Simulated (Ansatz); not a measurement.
**CH₆B₂S: small, medium and large basis sets**

The task here is to estimate one member of a computed series from the others.

Program: Ansatz 0.2.0, Gaussian basis. Level of theory: one geometry, several basis sets. These are calculated values, not measurements.

Plan: PBE0-D4/def2-SVP; ωB97M-V/def2-SVP; PBE0-D4/def2-QZVPP; ωB97M-V/def2-QZVPP; the functionals' def2-TZVPP values are taken from earlier runs.

### The geometry

All runs share one geometry, relaxed beforehand with PBE0-D4 in a triple-zeta def2 set.

10 atoms, charge 0, spin multiplicity 1.

Atoms are counted from 1 here; the program's logs count them from 0.

Bond lengths: B1–B2 1.666 Å, B1–H5 1.205 Å, B1–H6 1.201 Å, B2–C3 1.573 Å, B2–S4 2.072 Å, B2–H7 1.200 Å, C3–S4 1.833 Å, C3–H8 1.086 Å, C3–H9 1.087 Å, S4–H10 1.343 Å. Angles: B2–B1–H5 123.6°, B2–B1–H6 121.1°, H5–B1–H6 115.1°, B1–B2–C3 117.5°, B1–B2–S4 114.3°, B1–B2–H7 125.2°, C3–B2–S4 58.5°, C3–B2–H7 115.4°, S4–B2–H7 104.5°, B2–C3–S4 74.5°, B2–C3–H8 122.5°, B2–C3–H9 120.3°, S4–C3–H8 110.7°, S4–C3–H9 108.3°, H8–C3–H9 112.1°, B2–S4–C3 47.0°, B2–S4–H10 97.4°, C3–S4–H10 97.5°.

The first run:

Input file in.yaml:

```yaml
crystal:
  periodic: [false, false, false]
  atoms:
    - {symbol: B, position_ang: [-1.056716, 1.193437, 0.024328]}
    - {symbol: B, position_ang: [0.443260, 0.529897, 0.318231]}
    - {symbol: C, position_ang: [0.522591, -1.028755, 0.517257]}
    - {symbol: S, position_ang: [1.131607, -0.721356, -1.183648]}
    - {symbol: H, position_ang: [-1.740091, 0.903561, -0.924550]}
    - {symbol: H, position_ang: [-1.566657, 1.946334, 0.809508]}
    - {symbol: H, position_ang: [1.414237, 1.142711, 0.667104]}
    - {symbol: H, position_ang: [-0.357932, -1.663841, 0.500628]}
    - {symbol: H, position_ang: [1.331253, -1.466383, 1.096134]}
    - {symbol: H, position_ang: [-0.038250, -0.886805, -1.821992]}
basis:
  gaussian: {orbitals: def2-SVP}
hamiltonian: {xc: pbe0, dispersion: d4}
output: {orbitals: {seedname: orbitals}}
```

Command:

```sh
$ ansatz run in.yaml --threads 2 --pin off --events-out ev --progress --plain --max-ram 4352MiB
```

Steps of the session up to this table: PBE0-D4 in def2-SVP; ωB97M-V in def2-SVP; PBE0-D4 in def2-QZVPP; ωB97M-V in def2-QZVPP.

One of the session's tables, all rows but one given; the rest of the session is left out.

It belongs to the step «Density functionals: the series». 

```
functional       basis  HOMO (eV)
   PBE0-D4    def2-SVP      -7.77
   PBE0-D4  def2-TZVPP      -7.82
   PBE0-D4  def2-QZVPP          ?
   ωB97M-V    def2-SVP      -9.99
   ωB97M-V  def2-TZVPP     -10.05
   ωB97M-V  def2-QZVPP     -10.06
```

**Question.** Estimate the row for PBE0-D4, def2-QZVPP.

As computed: HOMO (eV): -7.84. In the column «HOMO (eV)» it lies between ωB97M-V, def2-SVP (-9.99) and PBE0-D4, def2-TZVPP (-7.82).
